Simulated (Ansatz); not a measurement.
Task: a few random alloy cells with their mixing energies of Pt-Ti random alloys, with Ansatz 0.2.0, Python API. Give the script and its output. Level of theory (first run): r2SCAN, PAW, cutoff 550 eV, 9×9×9 k-points, Fermi-Dirac smearing of 0.05 eV.

Script `run_random_alloy.py`:
```python
"""Random Pt-Ti cells of 8 mixed sites, after relaxing cells and atoms."""

from collections import Counter

import ansatz as az
import numpy as np


def fcc(a_site, a):
    return (
        az.Lattice.fcc(a)
        .space_group(225)
        .atom(a_site, [0, 0, 0])
        .primitive()
    )

A_FIRST, A_LAST = 3.92, 4.13


def compute(name, crystal):
    calc = (
        crystal.calculation()
        .basis(550)  # a bare number is in eV
        .functional("r2scan")
        .kpoints(spacing=0.33)
        .occupations("fermi_dirac", width=0.05)  # fractional filling near the Fermi level
        .band_table()  # levels at the mesh points
    )
    calc = calc.relax(force_tolerance=0.03, cell=True)
    return calc.run(threads=1, pin="off")


def volume_per_atom(outcome):
    return abs(np.linalg.det(outcome.lattice.cell_ang)) / len(outcome.lattice.sites)


def counts(outcome):
    return Counter(site.symbol for site in outcome.lattice.sites)

phases = {"Pt": fcc("Pt", A_FIRST), "Ti": fcc("Ti", A_LAST)}
for k in [3]:
    a = A_FIRST + (A_LAST - A_FIRST) * k / 8
    supercell = fcc("Pt", a).supercell(2).resolved()
    for seed in [55, 94]:
        drawn = supercell.site_disorder().occupy("Pt", Pt=8 - k, Ti=k).random(seed=seed)
        phases[f"Pt{8 - k}Ti{k} seed {seed}"] = drawn.crystal

done = {}
for name, crystal in phases.items():
    done[name] = compute(name, crystal)
    print(f"{name}: {done[name].report['energy_sigma0_ev']:.4f} eV, {len(done[name].lattice.sites)} atoms")

# mixing quantities against the straight line between the end members, both on this lattice
x = {name: counts(o)["Ti"] / (counts(o)["Pt"] + counts(o)["Ti"]) for name, o in done.items()}
first, last = min(x, key=x.get), max(x, key=x.get)
energy = {name: o.report["energy_sigma0_ev"] / len(o.lattice.sites) for name, o in done.items()}
volume = {name: volume_per_atom(o) for name, o in done.items()}
rows = []
for name in sorted(done, key=x.get):
    line = lambda table: (1 - x[name]) * table[first] + x[name] * table[last]
    rows.append((name, x[name], 1000 * (energy[name] - line(energy)), volume[name], 100 * (volume[name] / line(volume) - 1)))
print("      cell       x(Ti)  E_mix (meV/atom)  V (A^3/atom)  excess V (%)")
for row in rows:
    print(f"{str(row[0]):>10}  {row[1]:10.3f}  {row[2]:+16.1f}  {row[3]:12.3f}  {row[4]:+12.2f}")
```

```console
$ python run_random_alloy.py
Pt: -12536.8190 eV, 1 atoms
Ti: -2504.2978 eV, 1 atoms
Pt5Ti3 seed 55: -70204.3011 eV, 8 atoms
Pt5Ti3 seed 94: -70202.6004 eV, 8 atoms
      cell       x(Ti)  E_mix (meV/atom)  V (A^3/atom)  excess V (%)
        Pt       0.000              +0.0        15.267         +0.00
Pt5Ti3 seed 55       0.375            -914.1        15.143         -5.75
Pt5Ti3 seed 94       0.375            -701.5        15.349         -4.47
        Ti       1.000              +0.0        17.403         +0.00
```

Notes:
- Total energies depend on the potentials; only differences at equal settings carry meaning.
- For the metals among these phases the mesh is modest: differences between phases can be off by up to 40 meV an atom.
- Spin-orbit coupling, which matters for elements this heavy, is left out.
- Cells of eight mixed sites are far from the random limit, and both end members stand on the same lattice, which need not be their own. Differences under about 40 meV an atom lie within the error of mesh and functional.
- The cells are prototypes set up for this calculation and needn't exist.
- Hardware and time: 2.9 min on 1 thread of Intel(R) Xeon(R) 6975P-C (Granite Rapids), on a shared host, peak memory 1 GiB.

(Lines on the test bed's own set-up are left out of the output.)
